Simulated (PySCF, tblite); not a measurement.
# B₄H₇N₃O₃, a small molecule taken as a stand-in for a surface group (BN ring, N edge): NMR shifts, core binding energies and electronic excitations

Wanted: the NMR shifts, core binding energies and electronic excitations for `OB(O)ON1BNBNB1`.

Programs: tblite 0.8.0 and PySCF 2.14.0. All values are calculated, for the isolated system unless a continuum is named. Atoms count from 0, parts from 1.

### Step 1. The system as given

17 atoms, charge 0, multiplicity 1; geometry: distance geometry start.

### Step 2. Relaxing the cluster with GFN2-xTB

The job: settings as JSON, then the geometry in Å.

```
{"job": {"kind": "relax", "xc": "GFN2-xTB", "basis": "xTB"}, "charge": 0, "multiplicity": 1}
B     -0.949168     0.892553     0.125339
N     -2.240646     1.237063     0.891156
B     -3.270974     0.110587     1.053337
N     -2.725077    -1.289497     1.447867
B     -1.209141    -1.500335     1.172460
N     -0.586389    -0.627458     0.072966
O     -0.487613    -1.185124    -1.169965
B      0.627864    -2.056488    -1.646909
O      0.525447    -3.527198    -1.299356
O      2.005264    -1.483153    -1.564195
H     -0.074137     1.611869     0.211093
H     -2.131239     1.851263     1.706842
H     -4.271624     0.422013     1.529423
H     -3.355834    -2.080364     1.256098
H     -0.567555    -1.704965     2.105286
H      0.294741    -3.855254    -0.413595
H      2.335717    -0.907295    -0.841221
```

Level: GFN2-xTB geometry optimisation, gas phase.

Run with:

```console
> OMP_NUM_THREADS=1 python cluster_run.py task.json out
```

This one command runs all jobs of the session in turn.

What it wrote:

```text
step      E/eV     max force
  0    -802.86281    5.374
  1    -804.45425    3.820
  2    -805.68419    2.177
  3    -806.05393    2.192
  4    -806.39329    1.029
  5    -806.51900    0.925
  6    -806.74024    1.274
  7    -806.98209    1.567
  8    -807.22381    1.319
  9    -807.42219    1.139
 10    -807.54758    1.338
 11    -807.68347    1.438
 12    -807.83497    1.152
 13    -808.09836    1.190
 14    -808.27854    1.130
 15    -808.44221    0.972
 16    -808.56899    0.752
 17    -808.62000    1.388
 18    -808.70478    0.609
 19    -808.80084    0.742
 20    -808.88666    0.665
 21    -808.95914    0.823
 22    -809.05923    0.836
 23    -809.14301    0.691
 24    -809.20046    0.471
 25    -809.23845    0.445
 26    -809.27178    0.560
 27    -809.30460    0.452
 28    -809.33839    0.447
 29    -809.37059    0.411
 30    -809.40002    0.475
 31    -809.42814    0.509
 32    -809.45348    0.493
 33    -809.47445    0.313
 34    -809.49033    0.420
 35    -809.50681    0.310
 36    -809.52142    0.368
 37    -809.53032    0.313
 38    -809.53468    0.478
 39    -809.53939    0.336
 40    -809.54294    0.179
 41    -809.54732    0.117
 42    -809.55043    0.147
 43    -809.55329    0.138
 44    -809.55553    0.136
 45    -809.55769    0.116
 46    -809.55997    0.093
 47    -809.56220    0.114
 48    -809.56467    0.104
 49    -809.56728    0.122
 50    -809.56965    0.109
 51    -809.57154    0.113
 52    -809.57309    0.104
 53    -809.57486    0.099
 54    -809.57747    0.149
 55    -809.58112    0.203
 56    -809.58555    0.212
 57    -809.59031    0.170
 58    -809.59446    0.137
 59    -809.59779    0.139
 60    -809.60127    0.169
 61    -809.60532    0.178
 62    -809.60945    0.195
 63    -809.61421    0.186
 64    -809.62012    0.216
 65    -809.63004    0.257
 66    -809.63651    0.234
 67    -809.64442    0.186
 68    -809.65075    0.236
 69    -809.65570    0.266
 70    -809.66110    0.302
 71    -809.66851    0.201
 72    -809.67815    0.178
 73    -809.68469    0.151
 74    -809.69127    0.192
 75    -809.69922    0.149
 76    -809.70550    0.226
 77    -809.70623    0.508
 78    -809.71486    0.182
 79    -809.71856    0.183
 80    -809.72287    0.198
 81    -809.72482    0.112
 82    -809.72647    0.169
 83    -809.72765    0.059
 84    -809.72822    0.075
 85    -809.72870    0.082
 86    -809.72916    0.092
 87    -809.72985    0.111
 88    -809.73053    0.072
 89    -809.73103    0.053
 90    -809.73138    0.040
 91    -809.73169    0.053
 92    -809.73198    0.053
 93    -809.73224    0.045
 94    -809.73252    0.042
 95    -809.73289    0.055
 96    -809.73339    0.067
 97    -809.73401    0.075
 98    -809.73468    0.058
 99    -809.73531    0.058
100    -809.73596    0.063
101    -809.73659    0.058
102    -809.73727    0.052
103    -809.73779    0.057
104    -809.73830    0.062
105    -809.73877    0.063
106    -809.73922    0.041
107    -809.73959    0.057
108    -809.73995    0.058
109    -809.74034    0.065
110    -809.74074    0.070
111    -809.74104    0.044
112    -809.74119    0.034
113    -809.74131    0.033
114    -809.74140    0.026
115    -809.74151    0.024
116    -809.74159    0.017
117    -809.74165    0.015
118    -809.74169    0.010
119    -809.74172    0.009
120    -809.74174    0.011
121    -809.74176    0.010
122    -809.74178    0.011
123    -809.74180    0.015
124    -809.74182    0.015
125    -809.74183    0.014
126    -809.74185    0.008
127    -809.74186    0.007
```

Wall time 4.2 s (1 thread of Arm Neoverse V1, shared host).

Step by step:

| step | energy from step 0 (eV) | largest force (eV/Å) |
| --- | --- | --- |
| 0 | 0.0000 | 5.3738 |
| 5 | -3.6562 | 0.9253 |
| 10 | -4.6848 | 1.3379 |
| 15 | -5.5794 | 0.9716 |
| 20 | -6.0239 | 0.6652 |
| 25 | -6.3756 | 0.4449 |
| 30 | -6.5372 | 0.4755 |
| 35 | -6.6440 | 0.3100 |
| 40 | -6.6801 | 0.1791 |
| 45 | -6.6949 | 0.1164 |
| 50 | -6.7068 | 0.1086 |
| 55 | -6.7183 | 0.2026 |
| 60 | -6.7385 | 0.1683 |
| 65 | -6.7672 | 0.2568 |
| 70 | -6.7983 | 0.3022 |
| 75 | -6.8364 | 0.1490 |
| 80 | -6.8601 | 0.1972 |
| 85 | -6.8659 | 0.0815 |
| 90 | -6.8686 | 0.0395 |
| 95 | -6.8701 | 0.0552 |
| 100 | -6.8732 | 0.0626 |
| 105 | -6.8760 | 0.0626 |
| 110 | -6.8779 | 0.0707 |
| 115 | -6.8787 | 0.0243 |
| 120 | -6.8789 | 0.0107 |
| 125 | -6.8790 | 0.0142 |
| 127 | -6.8791 | 0.0073 |

Close pairs (by a distance rule), those that changed most:

| bond | before (Å) | after (Å) | change (Å) |
| --- | --- | --- | --- |
| B7–O8 | 1.515 | 1.352 | -0.163 |
| B0–N5 | 1.564 | 1.417 | -0.146 |
| B7–O9 | 1.494 | 1.350 | -0.144 |
| N3–B4 | 1.555 | 1.415 | -0.141 |
| B2–N3 | 1.554 | 1.417 | -0.137 |
| B0–N1 | 1.540 | 1.415 | -0.125 |
| B4–N5 | 1.536 | 1.417 | -0.119 |
| N1–B2 | 1.535 | 1.417 | -0.119 |

### Step 3. Optimising the geometry at PBE0-D3(BJ)/def2-SVP

The job: settings as JSON, then the geometry in Å.

```
{"job": {"xc": "PBE0", "basis": "def2-SVP", "d3": "d3bj", "grid": 2, "kind": "geom", "shake": 0.01}, "charge": 0, "multiplicity": 1}
B     -0.093749     1.406802    -0.124664
N     -1.436275     1.676639     0.324298
B     -2.194655     0.767321     1.106853
N     -1.504046    -0.452950     1.430827
B     -0.227124    -0.789936     1.012015
N      0.450150     0.194247     0.244534
O      1.777328    -0.114663    -0.208140
B      1.899072    -0.921166    -1.326956
O      0.822350    -1.421581    -1.977095
O      3.132270    -1.220093    -1.725723
H      0.476726     2.190601    -0.776427
H     -1.849368     2.562776     0.086866
H     -3.290866     1.021880     1.469576
H     -2.053139    -1.123747     2.004258
H      0.286862    -1.810237     1.292494
H     -0.022326    -1.158578    -1.616154
H      3.817277    -0.807515    -1.196474
```

What it wrote:

```text
step   0  E = -492.96402243  max force = 0.051282
step   1  E = -492.97200744  max force = 0.007973
step   2  E = -492.97251665  max force = 0.004061
step   3  E = -492.97255467  max force = 0.002963
step   4  E = -492.97270082  max force = 0.000428
step   5  E = -492.97270368  max force = 0.000503
step   6  E = -492.97270927  max force = 0.000179
optimisation converged
```

It took 2.3 min on 1 thread of Arm Neoverse V1, shared host; peak memory 1 GiB.

Along the way:

| step | energy from step 0 (eV) | largest force component (eV/Å) |
| --- | --- | --- |
| 0 | 0.0000 | 2.6370 |
| 1 | -0.2173 | 0.4100 |
| 2 | -0.2311 | 0.2088 |
| 3 | -0.2322 | 0.1524 |
| 4 | -0.2362 | 0.0220 |
| 5 | -0.2362 | 0.0259 |
| 6 | -0.2364 | 0.0092 |

Close pairs (by a distance rule), those that changed most:

| bond | before (Å) | after (Å) | change (Å) |
| --- | --- | --- | --- |
| B0–N5 | 1.379 | 1.432 | +0.053 |
| N5–O6 | 1.436 | 1.390 | -0.046 |
| N3–B4 | 1.385 | 1.423 | +0.038 |
| B0–H10 | 1.168 | 1.204 | +0.036 |
| B4–H14 | 1.176 | 1.204 | +0.028 |
| N3–H13 | 1.039 | 1.012 | -0.028 |
| B2–H12 | 1.182 | 1.207 | +0.025 |
| B7–O9 | 1.330 | 1.355 | +0.025 |

The end geometry stands in the next job.

| at the end point | value |
| --- | --- |
| rotational constants (GHz, main isotopes) | 3.291, 0.768, 0.726 |
| dipole moment (D) | 3.34 |

### Step 4. Shielding tensors: PBE0/pcSseg-1

The job: settings as JSON, then the geometry in Å.

```
{"job": {"kind": "nmr", "xc": "PBE0", "basis": "pcSseg-1"}, "charge": 0, "multiplicity": 1}
B     -0.173757     1.371576    -0.156443
N     -1.529686     1.585929     0.220259
B     -2.288185     0.651304     0.987235
N     -1.630895    -0.555265     1.373849
B     -0.278422    -0.849986     1.042386
N      0.406034     0.126119     0.248529
O      1.747730    -0.091868    -0.039741
B      2.019461    -0.781393    -1.217195
O      1.052716    -1.215560    -2.057466
O      3.322756    -1.013594    -1.504617
H      0.467313     2.166131    -0.794474
H     -1.970395     2.451934    -0.061778
H     -3.435029     0.870964     1.294407
H     -2.144536    -1.232306     1.922980
H      0.278076    -1.862676     1.380411
H      0.174996    -0.980448    -1.738528
H      3.900979    -0.656618    -0.823476
```

Method: GIAO PBE0/pcSseg-1 NMR shielding, non-relativistic, gas phase.

What it wrote:

```text
coarse grid: 15128 points
cycle   1  E = -493.0161910560  dE =  1.627e+00  |g| = 1.000e+00  |ddm| = 3.643e+00
cycle   2  E = -492.8719181915  dE =  1.443e-01  |g| = 1.356e+00  |ddm| = 1.362e+00
cycle   3  E = -493.1955280206  dE = -3.236e-01  |g| = 1.262e-01  |ddm| = 8.370e-01
cycle   4  E = -493.1982758638  dE = -2.748e-03  |g| = 6.371e-02  |ddm| = 1.265e-01
cycle   5  E = -493.1990862744  dE = -8.104e-04  |g| = 1.102e-02  |ddm| = 4.319e-02
cycle   6  E = -493.1991103492  dE = -2.407e-05  |g| = 2.375e-03  |ddm| = 9.003e-03
cycle   7  E = -493.1991114520  dE = -1.103e-06  |g| = 9.286e-04  |ddm| = 2.258e-03
final grid: 149040 points
cycle   8  E = -493.2725795183  dE = -4.678e-05  |g| = 1.300e-02  |ddm| = 2.653e-02
cycle   9  E = -493.2725418112  dE =  3.771e-05  |g| = 1.935e-02  |ddm| = 1.839e-02
cycle  10  E = -493.2726117496  dE = -6.994e-05  |g| = 9.427e-04  |ddm| = 1.098e-02
cycle  11  E = -493.2726118889  dE = -1.393e-07  |g| = 4.496e-04  |ddm| = 7.778e-04
cycle  12  E = -493.2726119236  dE = -3.477e-08  |g| = 7.918e-05  |ddm| = 2.635e-04
cycle  13  E = -493.2726119250  dE = -1.362e-09  |g| = 1.505e-05  |ddm| = 6.972e-05
cycle  14  E = -493.2726119250  dE = -4.491e-11  |g| = 3.705e-06  |ddm| = 1.267e-05
converged SCF energy = -493.2726119250

GIAO shielding tensors (ppm)
atom      isotropic    diamagn.    paramagn.     s11        s22        s33       span
  0 B       71.737     199.530    -127.794     48.287     57.450    109.473     61.186
  1 N      122.602     324.812    -202.210    -19.175    152.423    234.558    253.733
  2 B       73.436     196.551    -123.115     46.667     57.515    116.125     69.458
  3 N      122.631     324.846    -202.215    -19.042    152.395    234.541    253.583
  4 B       71.698     199.622    -127.924     48.173     57.497    109.425     61.252
  5 N       35.936     323.606    -287.670    -51.211     47.327    111.691    162.902
  6 O      157.116     394.912    -237.796    118.996    168.033    184.319     65.323
  7 B       80.297     198.911    -118.614     67.424     86.493     86.976     19.552
  8 O      245.514     389.702    -144.189    168.728    251.957    315.856    147.129
  9 O      255.714     384.277    -128.563    184.811    287.880    294.449    109.638
 10 H       26.310      31.439      -5.129     23.567     26.826     28.536      4.970
 11 H       25.498      29.905      -4.407     21.039     25.186     30.269      9.230
 12 H       26.491      27.960      -1.469     23.721     26.761     28.992      5.271
 13 H       25.498      29.951      -4.452     21.039     25.187     30.268      9.229
 14 H       26.316      31.497      -5.181     23.568     26.800     28.580      5.012
 15 H       28.156      35.322      -7.166     19.736     27.543     37.189     17.453
 16 H       28.316      31.758      -3.442     21.446     25.436     38.068     16.622
```

Run time: 31 s. Hardware: 1 thread of Arm Neoverse V1, shared host; peak memory 1.2 GiB.

Shifts follow as δ = σ(reference) − σ, with reference shieldings (ppm) from runs at the same level and on the same kind of geometry: ¹H TMS 31.27, ¹⁵N NH3 265.7, ¹⁷O H2O 334.6, ¹¹B BF3·OEt2 100.7. The references are single molecules in the gas phase, so shifts against H2O, NH3, PH3, H3PO4 or CFCl3 are not on the usual liquid scales and can be off by tens of ppm. Atoms listed in one row are averaged.

| atoms | environment | σ (ppm) | δ (ppm) |
| --- | --- | --- | --- |
| H11 | hydrogen on a nitrogen bonded to 2 B | 25.50 | 5.77 |
| H13 | hydrogen on a nitrogen bonded to 2 B | 25.50 | 5.77 |
| H10 | hydrogen on a boron bonded to 2 N | 26.31 | 4.96 |
| H14 | hydrogen on a boron bonded to 2 N | 26.32 | 4.95 |
| H12 | hydrogen on a boron bonded to 2 N | 26.49 | 4.78 |
| H15 | hydrogen on an oxygen bonded to B | 28.16 | 3.11 |
| H16 | hydrogen on an oxygen bonded to B | 28.32 | 2.95 |
| B4 | boron bonded to 2 N, H | 71.7 | 29.0 |
| B0 | boron bonded to 2 N, H | 71.7 | 29.0 |
| B2 | boron bonded to 2 N, H | 73.4 | 27.3 |
| B7 | boron bonded to 3 O | 80.3 | 20.4 |
| N5 | nitrogen bonded to 2 B, O | 35.9 | 229.7 |
| N1, N3 | nitrogen bonded to 2 B, H | 122.6 | 143.1 |
| O6 | oxygen bonded to B, N | 157.1 | 177.4 |
| O8 | oxygen bonded to B, H | 245.5 | 89.0 |
| O9 | oxygen bonded to B, H | 255.7 | 78.8 |

Charges from the same density, by scheme (e):

| atoms | Mulliken | IAO | Hirshfeld | ESP fit |
| --- | --- | --- | --- | --- |
| B0 | 0.33 | 0.17 | 0.15 | 0.21 |
| N1, N3 | -0.53 | -0.45 | -0.22 | -0.62 |
| B2 | 0.32 | 0.18 | 0.16 | 0.41 |
| B4 | 0.33 | 0.17 | 0.15 | 0.20 |
| N5 | -0.36 | -0.13 | -0.09 | 0.29 |
| O6 | -0.41 | -0.35 | -0.14 | -0.60 |
| B7 | 0.64 | 0.63 | 0.28 | 0.79 |
| O8 | -0.42 | -0.55 | -0.26 | -0.61 |
| O9 | -0.40 | -0.55 | -0.26 | -0.66 |

Mayer bond orders: B0–N1 1.18, N1–B2 1.15, B2–N3 1.15, N3–B4 1.18, B4–N5 1.07, N5–O6 0.87, O6–B7 1.00, B7–O8 1.19, B7–O9 1.23, N5–B0 1.07.

Ring of atoms B0, N1, B2, N3, B4, N5: NICS(0) -4.3, NICS(1) -3.9, NICS(1)zz -6.3 ppm (means of both faces).

(Part 1 of 2 ends here.)
